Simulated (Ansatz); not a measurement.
# SiO: relaxation of cell and atoms with RPBE

SiO:

```
CELL_PARAMETERS angstrom
2.80697 0.00000 0.00000
0.00000 2.80697 0.00000
0.00000 0.00000 2.80697
ATOMIC_POSITIONS crystal
Si 0.00000 0.00000 0.00000
O 0.50000 0.50000 0.50000
```

The cell was built by a generator and needn't be a form met in nature.

| Property | Result |
| --- | --- |
| Program | Ansatz 0.2.0 |
| Task | relaxation of cell and atoms |
| Functional | RPBE |
| Potentials or basis | Ansatz PAW |
| Cutoff | 420 eV (not typed: the program's choice for these potentials) |
| k mesh | 9 × 9 × 9 |
| Occupations | fermi-dirac, width 0.05 eV |
| Spin | no spin polarisation |

- Relaxed volume: 11.30 Å³/atom
- Relaxed cell: a = 2.827 Å, b = 2.827 Å, c = 2.827 Å, α = 90.00°, β = 90.00°, γ = 90.00°
- Space group after relaxing (to 0.05 Å): Pm-3m (No. 221)
- Energy gained by relaxing: 2.0 meV/atom
- Ionic steps: 6
- Pressure after relaxing: 0.0 GPa
- Band gap on the k mesh: none (metal or under the smearing width)

The path:
```csv
step,energy change (eV),largest force (eV/Å),volume (Å³)
1,0.0000,0.0000,22.12
2,-0.0028,0.0000,22.51
3,-0.0027,0.0000,22.58
4,-0.0041,0.0000,22.58
5,-0.0041,0.0000,22.60
6,-0.0041,0.0000,22.60
```

Final structure:
```
Si O
1.0
     2.82746    0.00000    0.00000
     0.00000    2.82746    0.00000
     0.00000    0.00000    2.82746
Si O
1 1
Direct
  0.00000 0.00000 0.00000
  0.50000 0.50000 0.50000
```

Levels at points of the mesh, in eV from the Fermi level:
| k point | band 3 | band 4 | band 5 | band 6 | band 7 | band 8 |
| --- | --- | --- | --- | --- | --- | --- |
| (0.00, 0.00, 0.00) | -3.17 | -3.17 | -3.17 | 6.01 | 6.01 | 8.01 |

Run time: 2.7 s on 2 threads of Intel(R) Xeon(R) Processor @ 2.70GHz (shared host), peak memory 0.31 GiB.

Caveat: the plane-wave basis is chosen anew once the cell has moved, so the energies of steps on either side of that aren't comparable; the pressure holds a Pulay correction of +0.5 GPa for the finite cutoff; the PAW data sets come from PBE, with cores solved anew for the run's functional, which leaves a small shift of forces and pressure.
